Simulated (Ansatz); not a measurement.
# BBrClH3 (built from SMILES BCl.Br): a reaction path by the nudged elastic band

What path joins these two structures, and how high does it climb? Both ends were relaxed at PBE0-D4 in triple zeta.

Program: Ansatz 0.2.0, Gaussian basis. Level of theory: PBE0-D4/def2-SVP. These are calculated values, not measurements.

23 further runs of the same task are left out: 1 that didn't finish, 22 set aside as unsound or not needed.

## Step 1: The system as given

The first end: 6 atoms, charge 0, spin multiplicity 1.

Atoms are counted from 1 here; the program's logs count them from 0.

Bond lengths: B1–Cl2 1.748 Å, B1–H3 1.189 Å, B1–H4 1.189 Å, H5–Br6 1.422 Å. Angles: Cl2–B1–H3 117.8°, Cl2–B1–H4 117.8°, H3–B1–H4 124.0°.

Coordinates:

```csv
atom,x (Å),y (Å),z (Å)
B1,-0.50387,-0.43758,-0.77363
Cl2,1.01736,-0.11621,-1.57302
H3,-0.65107,-1.50372,-0.26806
H4,-1.36393,0.37808,-0.86813
H5,1.39604,1.00487,1.49324
Br6,0.10537,0.67447,1.98970
```

The second end:

```xyz
6

B    -0.9077   -0.3226    0.0687
Cl    1.6542    0.2736   -1.1031
H    -0.6923   -1.4747   -0.1188
H    -1.4056    0.4120   -0.7196
H     1.9720    0.7630    0.0374
Br   -0.6207    0.3486    1.8355
```

## Step 2: The band at PBE0-D4/def2-SVP

File neb/in.yaml:

```yaml
crystal:
  periodic: [false, false, false]
  atoms:
    - {symbol: B, position_ang: [-0.503868, -0.437578, -0.773634]}
    - {symbol: Cl, position_ang: [1.017357, -0.116215, -1.573021]}
    - {symbol: H, position_ang: [-0.651073, -1.503717, -0.268063]}
    - {symbol: H, position_ang: [-1.363929, 0.378077, -0.868125]}
    - {symbol: H, position_ang: [1.396043, 1.004866, 1.493242]}
    - {symbol: Br, position_ang: [0.105369, 0.674466, 1.989699]}
basis:
  gaussian: {orbitals: def2-SVP}
hamiltonian: {xc: pbe0, dispersion: d4}
neb:
  images: 5
  climbing: true
  max_iterations: 40
  initial_path: idpp
  final_atoms:
    - {symbol: B, position_ang: [-0.907662, -0.322566, 0.068694]}
    - {symbol: Cl, position_ang: [1.654177, 0.273561, -1.103112]}
    - {symbol: H, position_ang: [-0.692253, -1.474719, -0.118818]}
    - {symbol: H, position_ang: [-1.405645, 0.411981, -0.719635]}
    - {symbol: H, position_ang: [1.971967, 0.763020, 0.037435]}
    - {symbol: Br, position_ang: [-0.620684, 0.348622, 1.835535]}
```

On the command line:

```
ansatz run in.yaml --threads 2 --pin off --events-out ev --progress --plain --max-ram 4352MiB
```

**Question.** What will these runs give? Wanted: from earlier runs: barrier over the separately found saddle, CCSD(T)/def2-TZVPP.

The runs gave:

```
                                                                       quantity                                                    value
                                                PBE0-D4/def2-SVP, 15 iterations  highest 10.7 kcal/mol (image 3), last end +2.6 kcal/mol
from earlier runs: barrier over the separately found saddle, CCSD(T)/def2-TZVPP                                            16.8 kcal/mol
```

**Reading.** The highest image lies 10.7 kcal/mol above the first end, and it climbed, so it estimates the saddle. The ends are not quite minima at this level (largest force component 0.34 eV/Å), so the heights are unreliable: relaxing the first end would lower it and raise the barrier above it. The highest image is 6.1 kcal/mol below the CCSD(T) barrier in triple zeta, which comes from separate runs on the saddle.
